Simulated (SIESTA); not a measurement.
## Mg2ZnO3 under changes of volume

One of the cells (10.027 Å³/atom); the others are scaled copies at fixed shape and fractional positions:

```
Zn Mg O
1.0
     3.05309    0.00000    0.00000
    -1.52654    2.64405    0.00000
     0.00000    0.00000    7.45235
Zn Mg O
1 2 3
Direct
  0.00000 0.00000 0.00000
  0.66667 0.33333 0.33420
  0.33333 0.66667 0.66580
  0.00000 0.00000 0.50000
  0.66667 0.33333 0.82738
  0.33333 0.66667 0.17262
```

The cell comes from a database or a generator and needn't be the stable form of this composition.

* Program: SIESTA 5.4.2
* Functional: PBEsol
* Potentials or basis: PseudoDojo 0.4 standard (PBEsol files)
* Basis: DZP (energy shift 0.003 Ry; two zetas on semicore shells)
* Grid cutoff: 800 Ry
* Energy shift: 0.003 Ry
* k mesh: 10 × 10 × 4
* Occupations: fermi-dirac, width 0.05 eV
* Spin: no spin polarisation

```csv
volume (Å³/atom),energy over the lowest point (meV/atom),pressure (GPa),gap on the mesh (eV),largest force (eV/Å)
9.240,?,?,?,?
9.437,1.53,3.0,3.10,0.193
9.633,0.00,-0.4,2.96,0.198
10.027,8.66,-6.5,2.69,0.233
10.223,18.26,-9.1,2.56,0.253
10.420,30.78,-11.2,2.44,0.255
```

What does the run at 9.240 Å³/atom give?

Energy over the lowest point 7.52 meV/atom; pressure 6.9 GPa; gap on the mesh 3.26 eV; largest force 0.175 eV/Å.

Worked out: A Birch-Murnaghan fit of order 3 (a polynomial in V^(-2/3)) to the other rows has its minimum at 9.61 Å³/atom with B0 = V·E''(V) = 164 GPa and B' = 3.9 at fixed shape and positions, which overstates the stiffness. It gives 7.61 meV/atom at 9.240 Å³/atom, against the run's 7.52, and -dE/dV = 6.9 GPa, against 6.9. A straight line through the other rows of the gap, of slope -6.68 eV per unit of ln V, extrapolates to 3.24 eV, against the run's 3.26.

Energies are extrapolated to zero smearing.

Caveats: short orbitals over semicore shells can move pressures by several GPa; the valence orbitals were made in a potential fitted to the semicore shell under them, which widens gaps by tenths of an eV or more; the basis of atomic orbitals isn't converged, which shifts pressures, moduli and gaps.

A mesh can miss the band edges.
